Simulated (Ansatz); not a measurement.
Predict the output of the script below (the Ansatz DFT code, driven from Python).

Script `formation_namoo3.py`:
```python
"""Formation energy of NaMoO3 from the elements, after relaxing cells and atoms."""

from collections import Counter
import warnings

import ansatz as az
import numpy as np

POLARISED = {"NaMoO3", "O2"}

GASES = {"O2"}


def compute(name, crystal):
    calc = (
        crystal.calculation()
        .functional(az.Functional.PBESOL)
        .basis(500)
        .kpoints(spacing=0.27)
        .occupations("fermi_dirac", width=0.02)
        .stress()  # GPa
    )
    if name in POLARISED:
        calc = calc.spin("collinear")
    if name in GASES:
        return calc.kpoints(1, 1, 1).relax(force_tolerance=0.03, max_steps=60).run(threads=1, backend="cpu")
    calc = calc.relax(force_tolerance=0.03, max_steps=60, cell=True)
    return calc.run(threads=1, backend="cpu")


def counts(outcome):
    return Counter(site.symbol for site in outcome.lattice.sites)

def formation_energy(outcome, mu):
    n = counts(outcome)
    return (outcome.report["energy_sigma0_ev"] - sum(k * mu[element] for element, k in n.items())) / sum(n.values())


def volume_per_atom(outcome):
    return abs(np.linalg.det(outcome.lattice.cell_ang)) / len(outcome.lattice.sites)


def main() -> None:
    warnings.simplefilter("ignore")

    phases = {}
    namoo3 = (
        az.Lattice.from_parameters(3.948882, 3.948882, 3.948882, alpha=90.0, beta=90.0, gamma=90.0)
        .atom("Na", [0.5, 0.5, 0.5])
        .atom("Mo", [0.0, 0.0, 0.0])
        .atom("O", [0.5, 0.0, 0.0])
        .atom("O", [0.0, 0.5, 0.0])
        .atom("O", [0.0, 0.0, 0.5])
        .moments(Mo=1.0)
    )
    phases["NaMoO3"] = namoo3
    na = (
        az.Lattice.from_parameters(3.708321, 3.708321, 3.708321, alpha=109.47122, beta=109.47122, gamma=109.47122)
        .atom("Na", [0.0, 0.0, 0.0])
    )
    phases["Na"] = na
    mo = (
        az.Lattice.from_parameters(2.725235, 2.725235, 2.725235, alpha=109.47122, beta=109.47122, gamma=109.47122)
        .atom("Mo", [0.0, 0.0, 0.0])
    )
    phases["Mo"] = mo
    o2 = (
        az.Lattice.from_parameters(9.0, 9.5, 10.0, alpha=90.0, beta=90.0, gamma=90.0)
        .atom("O", [0.5, 0.5, 0.4385])
        .atom("O", [0.5, 0.5, 0.5615])
        .moments(O=1.0)
    )
    phases["O2"] = o2

    done = {name: compute(name, crystal) for name, crystal in phases.items()}

    # energy of one atom in its reference phase
    references = {"Na": "Na", "Mo": "Mo", "O": "O2"}
    mu = {element: done[name].report["energy_sigma0_ev"] / len(done[name].lattice.sites) for element, name in references.items()}

    target = done["NaMoO3"]
    heat = formation_energy(target, mu)
    n = counts(target)
    print("cell content:", dict(n), " volume", round(volume_per_atom(target), 3), "A^3/atom")
    print("formation energy", round(heat, 4), "eV/atom,", round(heat * sum(n.values()), 4), "eV per cell")
    print("bound against the elements" if heat < 0 else "unbound against the elements")
    # gas references are bare DFT energies, without zero-point or fitted corrections


if __name__ == "__main__":
    main()
```

Output of `python formation_namoo3.py`:
```text
cell content: {<Element.NA: 'Na'>: 1, <Element.MO: 'Mo'>: 1, <Element.O: 'O'>: 3}  volume 11.507 A^3/atom
formation energy -2.0924 eV/atom, -10.4619 eV per cell
bound against the elements
```

Caveats:
- Absolute energies stand on the zero of these potentials, so only differences at equal settings mean something.
- The SCF didn't keep the moments it started from (some shrank, vanished or turned); what is printed is the state reached.
- For the metals among these phases the mesh is modest: differences between phases can be off by up to 40 meV an atom.
- The program warned that this SCF threshold is loose for forces or stresses.
- The cells come from databases of deposited and of computed structures, and not all need be stable phases.
- The compound is the structure given, not necessarily its lowest; energies are at zero temperature, with no correction for gases. Magnetic phases start from parallel moments and may not end in their lowest magnetic state. A semilocal functional's error on such energies is often 0.05 to 0.1 eV an atom, and 0.1 to 0.3 eV against gases such as O2 or F2.
- The script silences warnings, which a real study should read.
- Wall time of the script: 77 s on 1 thread of Arm Neoverse V1 (shared host), peak memory 0.87 GiB.
